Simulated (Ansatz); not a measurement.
**Trityl dicyanamide (C21H15N3): structure and electronic state**

What does trityl dicyanamide (C21H15N3) look like as a singlet, and where do its frontier electrons sit?

The runs use Ansatz 0.2.0, Gaussian basis; RKS PBE0-D4/def2-TZVP.

Levels to be run: relaxation at PBE-D4/def2-SVP; a single point at PBE0-D4/def2-TZVP.

## (1) Where the work starts

SMILES `N#C[N-]C#N.c1ccc([C+](c2ccccc2)c2ccccc2)cc1`, 39 atoms, charge 0, spin multiplicity 1.

Atoms are counted from 1 here; the program's logs count them from 0.

Bond lengths: N1–C2 1.149 Å, C2–N3 1.291 Å, N3–C4 1.217 Å, C4–N5 1.188 Å, N5–C10 1.431 Å, C6–C7 1.385 Å, C6–C24 1.384 Å, C6–H25 1.080 Å, C7–C8 1.383 Å, C7–H26 1.080 Å, C8–C9 1.389 Å, C8–H27 1.080 Å, C9–C10 1.523 Å, C9–C23 1.388 Å, C10–C11 1.526 Å, C10–C17 1.525 Å, C11–C12 1.389 Å, C11–C16 1.390 Å and more. Angles: N1–C2–N3 175.5°, C2–N3–C4 141.6°, N3–C4–N5 165.2°, C4–N5–C10 143.7°, C7–C6–C24 119.7°, C7–C6–H25 120.1°, C24–C6–H25 120.2°, C6–C7–C8 120.1°, C6–C7–H26 120.1°, C8–C7–H26 119.8°, C7–C8–C9 120.4°, C7–C8–H27 120.2°, C9–C8–H27 119.4°, C8–C9–C10 118.9°, C8–C9–C23 119.4°, C10–C9–C23 121.7°, N5–C10–C9 106.5°, N5–C10–C11 108.1° and more.

The start is a GFN2-xTB geometry.

## (2) Optimising with PBE-D4/def2-SVP

in.yaml reads:

```yaml
crystal:
  periodic: [false, false, false]
  atoms:
    - {symbol: N, position_ang: [-3.194380, -3.636090, 3.871790]}
    - {symbol: C, position_ang: [-2.451050, -2.860360, 3.465790]}
    - {symbol: N, position_ang: [-1.619360, -1.942620, 3.100220]}
    - {symbol: C, position_ang: [-1.010500, -1.539670, 2.126670]}
    - {symbol: N, position_ang: [-0.179900, -1.151600, 1.370490]}
    - {symbol: C, position_ang: [2.870740, -2.207800, -2.314970]}
    - {symbol: C, position_ang: [2.962220, -2.353990, -0.941100]}
    - {symbol: C, position_ang: [2.047710, -1.726590, -0.115340]}
    - {symbol: C, position_ang: [1.030320, -0.949610, -0.655130]}
    - {symbol: C, position_ang: [0.061650, -0.247380, 0.287930]}
    - {symbol: C, position_ang: [0.700000, 1.016330, 0.858440]}
    - {symbol: C, position_ang: [1.692160, 1.691530, 0.159100]}
    - {symbol: C, position_ang: [2.245430, 2.850890, 0.674360]}
    - {symbol: C, position_ang: [1.812500, 3.350410, 1.890370]}
    - {symbol: C, position_ang: [0.818340, 2.685780, 2.587980]}
    - {symbol: C, position_ang: [0.262590, 1.527670, 2.074570]}
    - {symbol: C, position_ang: [-1.261400, 0.062740, -0.405250]}
    - {symbol: C, position_ang: [-1.665810, 1.359970, -0.684140]}
    - {symbol: C, position_ang: [-2.883420, 1.591640, -1.302870]}
    - {symbol: C, position_ang: [-3.707690, 0.534670, -1.644910]}
    - {symbol: C, position_ang: [-3.305450, -0.762940, -1.374520]}
    - {symbol: C, position_ang: [-2.088390, -0.996540, -0.763290]}
    - {symbol: C, position_ang: [0.943640, -0.802840, -2.032850]}
    - {symbol: C, position_ang: [1.861640, -1.431170, -2.857280]}
    - {symbol: H, position_ang: [3.585490, -2.697360, -2.959710]}
    - {symbol: H, position_ang: [3.749650, -2.955110, -0.510780]}
    - {symbol: H, position_ang: [2.118380, -1.837720, 0.956810]}
    - {symbol: H, position_ang: [2.035460, 1.311840, -0.791520]}
    - {symbol: H, position_ang: [3.017680, 3.363470, 0.119940]}
    - {symbol: H, position_ang: [2.246040, 4.254420, 2.291500]}
    - {symbol: H, position_ang: [0.470250, 3.071040, 3.534830]}
    - {symbol: H, position_ang: [-0.516610, 1.019980, 2.625140]}
    - {symbol: H, position_ang: [-1.035480, 2.195220, -0.419120]}
    - {symbol: H, position_ang: [-3.185880, 2.606250, -1.515420]}
    - {symbol: H, position_ang: [-4.661730, 0.718870, -2.115870]}
    - {symbol: H, position_ang: [-3.939700, -1.596370, -1.637140]}
    - {symbol: H, position_ang: [-1.774930, -2.011160, -0.561810]}
    - {symbol: H, position_ang: [0.162410, -0.194620, -2.464890]}
    - {symbol: H, position_ang: [1.787370, -1.311190, -3.928020]}
basis:
  gaussian: {orbitals: def2-SVP, fitting: {mean_field: def2-universal-jkfit}}
hamiltonian: {xc: pbe, dispersion: d4}
scf: {lower_state_search: "off"}
output: {orbitals: {seedname: orbitals}}
relax: {f_tol: 0.03, max_steps: 70}
```

Launch:

```bash
$ ansatz run in.yaml --threads 2 --pin off --events-out ev --progress --plain --max-ram 32768MiB --backend cuda --devices 0, --max-vram 18GiB
```

After this run come: Single point, PBE0-D4/def2-TZVP.

Q: Predict the results of all the runs planned. Wanted: point group; commonest bond, hydrogen aside; HOMO, LUMO at PBE0-D4/def2-TZVP; dipole at PBE-D4/def2-SVP.

As calculated:

```
                       quantity                           value
                    point group                              C1
 commonest bond, hydrogen aside  C–C, 21 of mean length 1.424 Å
HOMO, LUMO at PBE0-D4/def2-TZVP                 -7.38, -1.35 eV
      dipole at PBE-D4/def2-SVP                          6.32 D
```

What this shows: The relaxed structure no longer fits the name or formula drawing that it started from. No usable vibrations, so a minimum isn't proven. The point group is read from a loosely relaxed geometry; soft torsions can leave it below the true symmetry.
